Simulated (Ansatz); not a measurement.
# ClFH₃InOSi: how energies converge with the basis set

An exercise on one series of results from a longer session: the logs are not shown, and one member is left open.

Method: one geometry, several basis sets; program: Ansatz 0.2.0, Gaussian basis.

Levels to be run: PBE0-D4/def2-SVP; ωB97M-V/def2-SVP; PBE0-D4/def2-QZVPP; ωB97M-V/def2-QZVPP; the functionals' def2-TZVPP values are taken from earlier runs.

### Structure used throughout

The geometry comes from an earlier relaxation with PBE0-D4 in a triple-zeta def2 set; it is a stationary point, not always the lowest conformer. In takes the def2 core potential; no spin-orbit term is included.

SMILES `[F][In]([Cl])[O][SiH3]`, 8 atoms, charge 0, spin multiplicity 1.

Atoms are counted from 1 here; the program's logs count them from 0.

Bond lengths: F1–In2 1.932 Å, In2–Cl3 2.279 Å, In2–O4 1.947 Å, O4–Si5 1.641 Å, Si5–H6 1.489 Å, Si5–H7 1.488 Å, Si5–H8 1.485 Å. Angles: F1–In2–Cl3 119.9°, F1–In2–O4 116.1°, Cl3–In2–O4 124.0°, In2–O4–Si5 136.1°, O4–Si5–H6 111.0°, O4–Si5–H7 111.0°, O4–Si5–H8 107.8°, H6–Si5–H7 108.4°, H6–Si5–H8 109.3°, H7–Si5–H8 109.3°.

Set-up of the first run:

in.yaml

```yaml
crystal:
  periodic: [false, false, false]
  atoms:
    - {symbol: F, position_ang: [0.000575, -2.083008, 1.786498]}
    - {symbol: In, position_ang: [1.206599, -1.246801, 0.529235]}
    - {symbol: Cl, position_ang: [3.326977, -2.045913, 0.282801]}
    - {symbol: O, position_ang: [0.492104, 0.265744, -0.466142]}
    - {symbol: Si, position_ang: [-0.930367, 1.082617, -0.515333]}
    - {symbol: H, position_ang: [-1.276327, 1.633672, 0.823637]}
    - {symbol: H, position_ang: [-2.039864, 0.194616, -0.958047]}
    - {symbol: H, position_ang: [-0.779697, 2.199082, -1.482649]}
basis:
  gaussian: {orbitals: def2-SVP}
hamiltonian: {xc: pbe0, dispersion: d4}
output: {orbitals: {seedname: orbitals}}
```

Among the steps run: PBE0-D4 in def2-SVP; ωB97M-V in def2-SVP; PBE0-D4 in def2-QZVPP; ωB97M-V in def2-QZVPP.

One of the session's tables, all rows but one given; the rest of the session is left out.

It belongs to the step «Functionals by basis». 

```
functional       basis  HOMO (eV)  LUMO (eV)
   PBE0-D4    def2-SVP      -8.78      -2.73
   PBE0-D4  def2-TZVPP      -8.89      -2.86
   PBE0-D4  def2-QZVPP      -8.91      -2.89
   ωB97M-V    def2-SVP     -11.03      -0.67
   ωB97M-V  def2-TZVPP     -11.19      -0.90
   ωB97M-V  def2-QZVPP          ?          ?
```

**Question.** Estimate the row for ωB97M-V, def2-QZVPP.

As computed: HOMO (eV): -11.21; LUMO (eV): -1.02. In the column «HOMO (eV)» it is the lowest.
